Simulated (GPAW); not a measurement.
Wanted: an ASE script for a GPAW 26.7.0 run.

| Quantity | Value |
| --- | --- |
| Task | equation of state |
| Functional | r2SCAN |
| Potentials or basis | GPAW PAW data sets (gpaw-data 1.2.1) |
| Cutoff | 600 eV |
| Basis | pw |
| k mesh | 6 × 6 × 6 |
| Occupations | fermi-dirac, width 0.05 eV |
| Spin | no spin polarisation |
| Maxiter | 150 |
| Eos scales | [0.94, 0.96, 0.98, 1.0, 1.02, 1.04, 1.06] |

Crystal: In3As.

```
In As
1.0
     4.67168    0.00000    0.00000
     0.00000    4.67168    0.00000
     0.00000    0.00000    4.67168
In As
3 1
Direct
  0.50000 0.50000 0.00000
  0.50000 0.00000 0.50000
  0.00000 0.50000 0.50000
  0.00000 0.00000 0.00000
```

The cell comes from a database or a generator and needn't be the stable form of this composition.

One way to write it, as run:

run.py

```python
from ase import Atoms
from ase.eos import EquationOfState
from ase.io import Trajectory
from ase.units import GPa
from gpaw import GPAW, PW

atoms = Atoms(['In', 'In', 'In', 'As'],
              cell=[[4.671681, 0.0, 0.0],
                    [0.0, 4.671681, 0.0],
                    [0.0, 0.0, 4.671681]],
              scaled_positions=[[0.5, 0.5, 0.0],
                                [0.5, 0.0, 0.5],
                                [0.0, 0.5, 0.5],
                                [0.0, 0.0, 0.0]],
              pbc=True)

traj = Trajectory('eos.traj', 'w')
volumes, energies = [], []
for x in [0.94, 0.96, 0.98, 1.0, 1.02, 1.04, 1.06]:
    a = atoms.copy()
    a.set_cell(atoms.cell * x**(1 / 3), scale_atoms=True)
    calc = GPAW(mode=PW(600),
                xc='MGGA_X_R2SCAN+MGGA_C_R2SCAN',
                kpts={'size': (6, 6, 6), 'gamma': True},
                occupations={'name': 'fermi-dirac', 'width': 0.05},
                nbands=36,
                convergence={'density': 1e-05, 'energy': 1e-05},
                maxiter=150,
                txt=f'eos-{x:.2f}.txt')
    a.calc = calc
    energies.append(a.get_potential_energy(force_consistent=True))
    volumes.append(a.get_volume())
    p = -a.get_stress()[:3].mean() / GPa
    calc.write(f'eos-{x:.2f}.gpw')
    traj.write(a)
    print(f'{x:.2f} {volumes[-1]:10.4f} A^3 {energies[-1]:14.6f} eV {p:9.3f} GPa', flush=True)

v0, e0, B = EquationOfState(volumes, energies, eos='birchmurnaghan').fit()
print(f'V0 = {v0:.4f} A^3, E0 = {e0:.6f} eV, B0 = {B / GPa:.2f} GPa')
```

Potentials or basis: GPAW PAW data sets (gpaw-data 1.2.1), pw.

The run is started by

```bash
$ OMP_NUM_THREADS=1 python run.py
```

Results of the run:

```json
{"Equilibrium volume": "24.88 Å³/atom (rough: see the caveat)", "Bulk modulus": "45 GPa (rough)"}
```

Caveat: the points scatter about the fit; the PAW data sets were made with another functional, which shifts forces and pressure a little.

It took 17 min on 1 thread of Arm Neoverse V2, on a shared host, peak memory 1.1 GiB.
